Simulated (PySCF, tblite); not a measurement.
# C2H14SeSi4: geometry, infrared bands and NMR shifts

Aim: predict the infrared bands and NMR shifts of C2H14SeSi4 (`[SiH3]C[SiH2]C[SiH2][Se][SiH3]`).

The runs use tblite 0.8.0 and PySCF 2.14.0, with density-fitted response routines of our own; the level of theory stands in each step. All values are computed, except where a source is named. Atoms count from 0, in the outputs and in this text.

**1. The molecule as given**

21 atoms, charge 0, multiplicity 1; geometry from: force field or distance geometry start.

Bonds of the start (Å): Si0–C1 1.88, C1–Si2 1.87, Si2–C3 1.86, C3–Si4 1.88, Si4–Se5 2.29, Se5–Si6 2.28, Si0–H7 1.47, Si0–H8 1.47, Si0–H9 1.47, C1–H10 1.11, C1–H11 1.10, Si2–H12 1.46, Si2–H13 1.48, C3–H14 1.10, C3–H15 1.12, Si4–H16 1.47, Si4–H17 1.47, Si6–H18 1.47, Si6–H19 1.48, Si6–H20 1.47.

**2. Optimising the geometry with GFN2-xTB**

Job settings and geometry (Å):

```
{"job": {"kind": "relax", "xc": "GFN2-xTB", "basis": "xTB"}, "charge": 0, "multiplicity": 1}
Si     2.430800     1.519100     0.460200
C      0.699900     1.501800    -0.281900
Si     0.531300     0.053000    -1.450100
C      0.777400    -1.580300    -0.604200
Si    -0.483500    -1.844300     0.769600
Se    -2.582300    -2.058200    -0.129500
Si    -3.169700     0.047400     0.533800
H      3.425600     1.565400    -0.614600
H      2.631400     0.317600     1.285100
H      2.565900     2.713800     1.311900
H     -0.044300     1.413700     0.541600
H      0.529700     2.439100    -0.825100
H      1.511300     0.192800    -2.517800
H     -0.814900     0.086300    -2.056700
H      0.674800    -2.395600    -1.337700
H      1.794300    -1.620200    -0.147500
H     -0.409800    -0.743900     1.743400
H     -0.154000    -3.097700     1.462500
H     -4.613000     0.233200     0.325400
H     -2.867000     0.220600     1.973000
H     -2.442900     1.053300    -0.245000
```

The run is started by

```sh
$ OMP_NUM_THREADS=1 python probes_run.py task.json out
```

The driver reads the jobs from task.json and runs them one after another.

Output:

```text
step      E/eV     max force
  0    -586.36262    1.213
  1    -586.42561    0.461
  2    -586.45379    0.394
  3    -586.47731    0.478
  4    -586.50021    0.346
  5    -586.51243    0.229
  6    -586.52049    0.189
  7    -586.52722    0.239
  8    -586.53381    0.207
  9    -586.53953    0.163
 10    -586.54434    0.163
 11    -586.54840    0.142
 12    -586.55204    0.156
 13    -586.55553    0.135
 14    -586.55865    0.113
 15    -586.56124    0.142
 16    -586.56368    0.129
 17    -586.56636    0.156
 18    -586.56904    0.127
 19    -586.57137    0.101
 20    -586.57330    0.146
 21    -586.57523    0.172
 22    -586.57763    0.160
 23    -586.58032    0.157
 24    -586.58250    0.138
 25    -586.58386    0.076
 26    -586.58476    0.069
 27    -586.58555    0.087
 28    -586.58639    0.088
 29    -586.58706    0.053
 30    -586.58750    0.046
 31    -586.58781    0.040
 32    -586.58810    0.042
 33    -586.58838    0.040
 34    -586.58866    0.037
 35    -586.58894    0.040
 36    -586.58917    0.045
 37    -586.58933    0.030
 38    -586.58944    0.020
 39    -586.58954    0.023
 40    -586.58965    0.030
 41    -586.58976    0.026
 42    -586.58987    0.035
 43    -586.58998    0.036
 44    -586.59009    0.030
 45    -586.59019    0.026
 46    -586.59026    0.017
 47    -586.59032    0.021
 48    -586.59040    0.027
 49    -586.59048    0.033
 50    -586.59055    0.023
 51    -586.59060    0.014
 52    -586.59063    0.021
 53    -586.59069    0.026
 54    -586.59077    0.031
 55    -586.59086    0.028
 56    -586.59095    0.019
 57    -586.59102    0.018
 58    -586.59109    0.020
 59    -586.59117    0.034
 60    -586.59128    0.037
 61    -586.59140    0.033
 62    -586.59155    0.033
 63    -586.59173    0.037
 64    -586.59197    0.040
 65    -586.59227    0.048
 66    -586.59252    0.033
 67    -586.59271    0.028
 68    -586.59287    0.027
 69    -586.59304    0.032
 70    -586.59325    0.038
 71    -586.59353    0.037
 72    -586.59384    0.041
 73    -586.59414    0.038
 74    -586.59433    0.033
 75    -586.59443    0.026
 76    -586.59454    0.023
 77    -586.59467    0.028
 78    -586.59474    0.033
 79    -586.59486    0.029
 80    -586.59493    0.022
 81    -586.59508    0.035
 82    -586.59529    0.047
 83    -586.59564    0.048
 84    -586.59591    0.034
 85    -586.59609    0.025
 86    -586.59620    0.026
 87    -586.59636    0.030
 88    -586.59661    0.035
 89    -586.59691    0.042
 90    -586.59711    0.031
 91    -586.59720    0.030
 92    -586.59729    0.023
 93    -586.59740    0.024
 94    -586.59760    0.031
 95    -586.59780    0.035
 96    -586.59792    0.024
 97    -586.59799    0.019
 98    -586.59807    0.021
 99    -586.59821    0.027
100    -586.59845    0.034
101    -586.59867    0.031
102    -586.59879    0.021
103    -586.59886    0.020
104    -586.59891    0.024
105    -586.59899    0.023
106    -586.59920    0.032
107    -586.59944    0.032
108    -586.59958    0.017
109    -586.59963    0.015
110    -586.59966    0.015
111    -586.59969    0.015
112    -586.59975    0.022
113    -586.59984    0.023
114    -586.59992    0.016
115    -586.59996    0.010
```

It took 1.2 s on 1 thread of Arm Neoverse V2, shared host.

Relaxation path: (not every step is listed)

```tsv
step	energy from step 0 (eV)	largest force (eV/Å)
0	0.0000	1.2131
1	-0.0630	0.4612
2	-0.0912	0.3942
3	-0.1147	0.4783
4	-0.1376	0.3459
5	-0.1498	0.2294
6	-0.1579	0.1886
7	-0.1646	0.2393
8	-0.1712	0.2071
18	-0.2064	0.1268
28	-0.2238	0.0877
38	-0.2268	0.0201
48	-0.2278	0.0268
58	-0.2285	0.0204
68	-0.2302	0.0269
78	-0.2321	0.0335
88	-0.2340	0.0355
98	-0.2355	0.0207
108	-0.2370	0.0168
110	-0.2370	0.0147
111	-0.2371	0.0154
112	-0.2371	0.0218
113	-0.2372	0.0233
114	-0.2373	0.0162
115	-0.2373	0.0097
```

Distances of close pairs at the start and the end, largest changes first:

```tsv
bond	before (Å)	after (Å)	change (Å)
Si2–C3	1.856	1.906	+0.050
C1–Si2	1.869	1.900	+0.031
C3–H15	1.115	1.089	-0.027
C1–H10	1.113	1.091	-0.022
Si6–H19	1.481	1.461	-0.020
Si0–C1	1.883	1.899	+0.016
Si6–H18	1.470	1.455	-0.015
Si2–H12	1.456	1.470	+0.014
```

The next job starts from the end point, and lists it.

**3. Vibrational analysis with GFN2-xTB**

Job settings and geometry (Å):

```
{"job": {"kind": "ir", "xc": "GFN2-xTB", "basis": "xTB"}, "charge": 0, "multiplicity": 1}
Si     2.334391     1.521410     0.638305
C      0.725882     1.481006    -0.370854
Si     0.562694     0.046689    -1.605977
C      0.791330    -1.614562    -0.699992
Si    -0.321739    -1.921485     0.800825
Se    -2.535854    -1.931514     0.161209
Si    -3.225916     0.190288     0.593348
H      3.484990     1.540497    -0.267254
H      2.415649     0.341098     1.504961
H      2.361395     2.723536     1.477743
H     -0.121321     1.457766     0.316149
H      0.638311     2.416655    -0.922999
H      1.602032     0.150451    -2.640289
H     -0.753361     0.085165    -2.258024
H      0.625337    -2.416885    -1.418643
H      1.826892    -1.699537    -0.374459
H     -0.196451    -0.889429     1.831847
H     -0.124182    -3.249870     1.379647
H     -4.668269     0.089962     0.759756
H     -2.564850     0.639222     1.816778
H     -2.865878     1.056479    -0.525615
```

Output:

```text
mode    cm-1     km/mol
  1      27.5      0.54
  2      38.1      3.50
  3      55.2      0.26
  4      72.1      0.24
  5      80.9      0.33
  6      96.8      0.25
  7     110.3      0.45
  8     139.1      0.11
  9     154.0      1.84
 10     191.6      2.28
 11     236.9      0.86
 12     330.9     41.47
 13     366.9     21.48
 14     428.3     26.61
 15     457.9     43.83
 16     496.4     17.68
 17     512.9     42.13
 18     518.3     30.59
 19     534.4     26.56
 20     551.0      1.00
 21     579.0      0.13
 22     619.4     48.12
 23     635.2     41.04
 24     667.1      9.82
 25     709.7     82.52
 26     720.6    639.72
 27     749.6     39.37
 28     751.7    227.18
 29     758.9    374.94
 30     774.0    134.34
 31     780.8    228.74
 32     783.0    415.40
 33     797.5    392.07
 34     802.2    265.70
 35     804.8    496.24
 36     815.4     13.34
 37     837.8    168.53
 38    1013.8     11.18
 39    1021.6      1.80
 40    1129.5     87.15
 41    1137.8     90.62
 42    1438.5      2.59
 43    1456.8      0.79
 44    2201.2    421.13
 45    2218.6    113.35
 46    2228.0    526.63
 47    2237.8     21.31
 48    2240.9    324.27
 49    2256.6    358.66
 50    2261.5    225.06
 51    2271.4    343.26
 52    2282.6    233.80
 53    2329.0    217.02
 54    2965.2     55.18
 55    2981.2     20.96
 56    2983.8     27.74
 57    2990.0     22.82
```

It took 1.2 s on 1 thread of Arm Neoverse V2, shared host.

Which atoms move in the most intense modes:

```tsv
cm⁻¹	km/mol	atoms
721	639.7	H16 16 %, C3 16 %, H17 14 %, H15 13 %
759	374.9	H18 34 %, H20 21 %, H19 12 %
783	415.4	H7 29 %, H9 27 %, H13 13 %, H12 13 %
798	392.1	H8 35 %, H7 29 %
805	496.2	H9 37 %, H8 32 %
2201	421.1	H12 60 %, H13 33 %
2228	526.6	H8 57 %, H16 28 %
2257	358.7	H7 91 %
```

**4. Shielding tensors: PBE0/pcSseg-1**

The job, as its differences from that of step 3:

```diff
@@ -1,2 +1,2 @@
-{"job": {"kind": "ir", "xc": "GFN2-xTB", "basis": "xTB"}, "charge": 0, "multiplicity": 1}
+{"job": {"kind": "nmr", "xc": "PBE0", "basis": "pcSseg-1"}, "charge": 0, "multiplicity": 1}
 Si     2.334391     1.521410     0.638305
```

With the program's defaults for keys left out, this is: GIAO PBE0/pcSseg-1 NMR shielding, non-relativistic, gas phase.

Output:

```text
coarse grid: 77952 points
cycle   1  E = -3642.9684099385  dE = -9.316e-01  |g| = 7.761e-01  |ddm| = 4.192e+00
cycle   2  E = -3642.9591902897  dE =  9.220e-03  |g| = 5.764e-01  |ddm| = 8.727e-01
cycle   3  E = -3643.0224676397  dE = -6.328e-02  |g| = 1.642e-01  |ddm| = 6.042e-01
cycle   4  E = -3643.0295338670  dE = -7.066e-03  |g| = 2.758e-02  |ddm| = 1.695e-01
cycle   5  E = -3643.0296656015  dE = -1.317e-04  |g| = 6.440e-03  |ddm| = 3.472e-02
cycle   6  E = -3643.0296787312  dE = -1.313e-05  |g| = 1.845e-03  |ddm| = 1.121e-02
cycle   7  E = -3643.0296793926  dE = -6.614e-07  |g| = 4.034e-04  |ddm| = 2.512e-03
final grid: 158408 points
cycle   8  E = -3643.0296763254  dE = -1.664e-07  |g| = 4.807e-04  |ddm| = 3.575e-03
cycle   9  E = -3643.0296763071  dE =  1.824e-08  |g| = 5.926e-04  |ddm| = 1.224e-03
cycle  10  E = -3643.0296763745  dE = -6.740e-08  |g| = 4.453e-05  |ddm| = 6.196e-04
cycle  11  E = -3643.0296763750  dE = -5.348e-10  |g| = 1.291e-05  |ddm| = 6.574e-05
converged SCF energy = -3643.0296763750

GIAO shielding tensors (ppm)
atom      isotropic    diamagn.    paramagn.     s11        s22        s33       span
  0 Si     424.763     880.166    -455.403    398.427    407.740    468.124     69.697
  1 C      200.016     260.126     -60.110    191.484    198.361    210.203     18.719
  2 Si     393.152     881.801    -488.649    361.598    384.970    432.888     71.289
  3 C      188.638     259.926     -71.289    178.571    186.909    200.433     21.862
  4 Si     369.203     880.349    -511.146    303.752    387.082    416.776    113.024
  5 Se    2410.031    3003.957    -593.926   2301.302   2345.165   2583.627    282.325
  6 Si     401.413     879.933    -478.519    364.450    382.209    457.581     93.132
  7 H       27.863      29.118      -1.256     24.234     25.818     33.536      9.302
  8 H       27.850      30.394      -2.544     23.635     28.420     31.494      7.859
  9 H       27.601      28.696      -1.095     23.841     25.030     33.933     10.092
 10 H       31.827      36.448      -4.621     26.084     29.811     39.585     13.501
 11 H       31.968      31.558       0.410     26.261     28.728     40.914     14.653
 12 H       27.308      30.385      -3.077     23.409     25.144     33.370      9.961
 13 H       26.947      31.055      -4.108     23.383     26.463     30.996      7.613
 14 H       31.552      31.007       0.545     26.517     29.030     39.108     12.591
 15 H       31.604      32.909      -1.305     26.519     28.707     39.586     13.068
 16 H       26.725      31.812      -5.087     22.869     26.216     31.089      8.221
 17 H       26.409      29.010      -2.600     20.828     25.280     33.121     12.293
 18 H       26.897      28.524      -1.628     22.122     24.357     34.211     12.089
 19 H       27.008      30.195      -3.187     23.701     24.792     32.531      8.830
 20 H       26.883      30.564      -3.682     22.411     25.901     32.337      9.926
```

Run time: 77 s. Hardware: 1 thread of Arm Neoverse V2, shared host; peak memory 1.1 GiB.

Shifts follow as δ = σ(reference) − σ, with reference shieldings (ppm) from runs at the same level and on the same kind of geometry: ¹H TMS 31.72, ¹³C TMS 186.9, ²⁹Si TMS 349.2, ⁷⁷Se Me2Se 1758. The references are single molecules in the gas phase. Atoms listed in one row are averaged.

```tsv
atoms	environment	σ (ppm)	δ (ppm)
C3	sp3 CH2 bonded to 2 Si	188.6	-1.7
C1	sp3 CH2 bonded to 2 Si	200.0	-13.1
H16, H17	hydrogen on a silicon bonded to C, Se	26.57	5.15
H18, H19, H20	hydrogen on a silicon bonded to Se	26.93	4.79
H12, H13	hydrogen on a silicon bonded to 2 C	27.13	4.59
H7, H8, H9	hydrogen on a silicon bonded to C	27.77	3.95
H14, H15	hydrogen on an sp3 CH2 bonded to 2 Si	31.58	0.14
H10, H11	hydrogen on an sp3 CH2 bonded to 2 Si	31.90	-0.18
Si4	silicon bonded to C, Se, 2 H	369.2	-20.0
Si2	silicon bonded to 2 C, 2 H	393.2	-44.0
Si6	silicon bonded to Se, 3 H	401.4	-52.3
Si0	silicon bonded to C, 3 H	424.8	-75.6
Se5	selenium bonded to 2 Si	2410	-652
```

The run also stored atomic charges by several schemes (e):

```tsv
atoms	Mulliken	IAO	Hirshfeld	ESP fit
Si0	0.48	0.60	0.31	0.39
C1	-0.87	-0.82	-0.25	-0.31
Si2	0.64	0.76	0.33	0.35
C3	-0.85	-0.83	-0.25	-0.36
Si4	0.63	0.65	0.31	0.38
Se5	-0.62	-0.36	-0.14	-0.31
Si6	0.48	0.49	0.28	0.22
```

Mayer bond orders: Si0–C1 0.92, C1–Si2 0.91, Si2–C3 0.89, C3–Si4 0.92, Si4–Se5 0.91, Se5–Si6 0.95.

Orbitals, density, ELF and potential are computed afterwards from the orbital file.

Frontier orbitals at PBE0/pcSseg-1, with the share of their density that lies nearest to each atom:

```tsv
orbital	energy (eV)	lies on
HOMO	-6.81	Se5 79 %
LUMO	-0.28	Se5 19 %; Si4, Si6 about 13 % each; H18, H20 about 11 % each
```

ELF in a plane through or near 6 of the atoms.

Ten even steps from '0' (0.00) to '9' (1.00):
```
0000000000000000000000000000
0000000000000000000000000000
0000000000000000000000000000
0000000000000000000000000000
0000000000000000000000110000
0000000000121320012225995000
0000001112457991045129999100
0000488726838991042739999200
0000999956956750021515998000
0000999973664200037874100000
0000899941122100146675100000
0000157400014542462626520000
0000000000366686582637740000
0000000005996287366478630000
0000000006997553112566310000
0000000001562320000121000000
0000000000000000000000000000
0000000000000000000000000000
0000000000000000000000000000
0000000000000000000000000000
```
The map spans 14.2 Å across and 10.9 Å up, centred on the molecule. Atoms in the plane (x, y in Å): Se5 (3.0, -1.1), Si6 (3.1, 1.2), H7 (-3.8, 0.5), H10 (-0.3, 1.5), H15 (-1.3, -2.2), H18 (4.5, 1.5).

On the surface of density 0.002 e/bohr³ the electrostatic potential runs, from the 1st to the 99th percentile, from -0.83 V near Se5 to 1.20 V near H15.

**5. What came out**

| quantity | value |
| --- | --- |
| strongest single infrared mode (GFN2-xTB) | 721 cm⁻¹, 640 km/mol |
| zero-point energy (GFN2-xTB) | 85.2 kcal/mol |
| ¹³C shifts against TMS (PBE0/pcSseg-1) | -1.7, -13.1 ppm |
| ¹H shifts against TMS (PBE0/pcSseg-1, means over atoms taken as alike) | 5.15, 4.79, 4.59, 3.95, 0.14, -0.18 ppm |
| ²⁹Si shifts against TMS (PBE0/pcSseg-1) | -20.0, -44.0, -52.3, -75.6 ppm |
| ⁷⁷Se shifts against Me2Se (PBE0/pcSseg-1) | -652 ppm |
| surface potential, 1st and 99th percentile | -0.83 V and 1.20 V |

In words: The optimisation took 115 steps and gained 0.237 eV; among the close pairs (by a distance rule), Si2–C3 changed most, from 1.856 to 1.906 Å. No mode is imaginary among the 57: a minimum at this level. The strongest single mode, at 721 cm⁻¹, has its largest shares on H16, C3, H17 and H15 (the list is cut at 4 atoms). Unscaled tight-binding wavenumbers are off by several per cent, some by more. Its intensities can rank the bands wrongly. At PBE0/pcSseg-1: The widest tensor belongs to Se5: span 282 ppm, with a paramagnetic part of -594 ppm. Spin-orbit coupling is left out, which matters for shieldings and couplings at and beside the heavy atoms.
